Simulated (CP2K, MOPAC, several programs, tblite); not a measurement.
Energy against volume for a 2-atom cell of GaAs started from a crystallographic database, at fixed shape and fractional coordinates, computed by several methods (PBE and r2SCAN, where shown, with plane waves in Ansatz); the cell shown is that of r2SCAN. The symmetry is F-43m (No. 216, cubic); conventional cell a = 5.666 Å, 22.74 Å³ an atom. Ga is surrounded by 4 As at 2.45 Å; As is surrounded by 4 Ga at 2.45 Å. The values are computed, spin-unpolarised, and not measurements. Energies count from each curve's lowest point; fits are third-order Birch-Murnaghan.

```cif
data_structure
_symmetry_space_group_name_H-M 'F-43m'
_symmetry_Int_Tables_number 216
_cell_length_a 5.6662
_cell_length_b 5.6662
_cell_length_c 5.6662
_cell_angle_alpha 90.000
_cell_angle_beta 90.000
_cell_angle_gamma 90.000
_cell_volume 181.91
loop_
_atom_site_label
_atom_site_type_symbol
_atom_site_symmetry_multiplicity
_atom_site_Wyckoff_symbol
_atom_site_fract_x
_atom_site_fract_y
_atom_site_fract_z
_atom_site_occupancy
Ga1 Ga 4 a 0.00000 0.00000 0.00000 1
As1 As 4 d 0.25000 0.25000 0.75000 1
```

Q: PM7 (MOPAC), on the shape of the cell shown, as a cluster of 64 atoms at the zone centre, gives
```
V (Å³/atom)  E (meV/atom)
     20.011        120.95
     21.375         21.12
     22.739          0.00
     24.104         35.89
     25.468        113.20
```
What equilibrium volume and bulk modulus follow?

A: V₀ = 22.49 Å³ an atom and B₀ = 116 GPa.

GFN2-xTB (tblite), on the shape of the cell shown, as a cluster of 64 atoms at the zone centre:
```csv
V (Å³/atom),E (meV/atom)
20.011,342.66
21.375,189.50
22.739,90.47
24.104,30.61
25.468,0.00
```
The lowest point is an end point, so the minimum isn't bracketed.

GFN1-xTB (tblite), on the shape of the cell shown, as a cluster of 64 atoms at the zone centre:
```csv
V (Å³/atom),E (meV/atom)
20.011,180.99
21.375,71.35
22.739,21.13
24.104,2.72
25.468,0.00
```
The fit gives a pressure derivative B′ of 24.8, outside the usual 2 to 7: a trait of the method or a rough curve, so no modulus is quoted.

PBE/SZV (CP2K), on the shape of the cell shown:

| V (Å³/atom) | E (meV/atom) |
| --- | --- |
| 20.011 | 253.73 |
| 21.375 | 111.86 |
| 22.739 | 33.09 |
| 24.104 | 0.20 |
| 25.468 | 0.00 |

The lowest point is an end point, so the minimum isn't bracketed.

Q: PBE/DZVP (CP2K), on the shape of the cell shown, gives
```tsv
V (Å³/atom)	E (meV/atom)
20.011	177.90
21.375	68.65
22.739	14.65
24.104	0.00
25.468	12.53
```
What equilibrium volume and bulk modulus follow?

A: V₀ = 24.08 Å³ an atom and B₀ = 57 GPa.
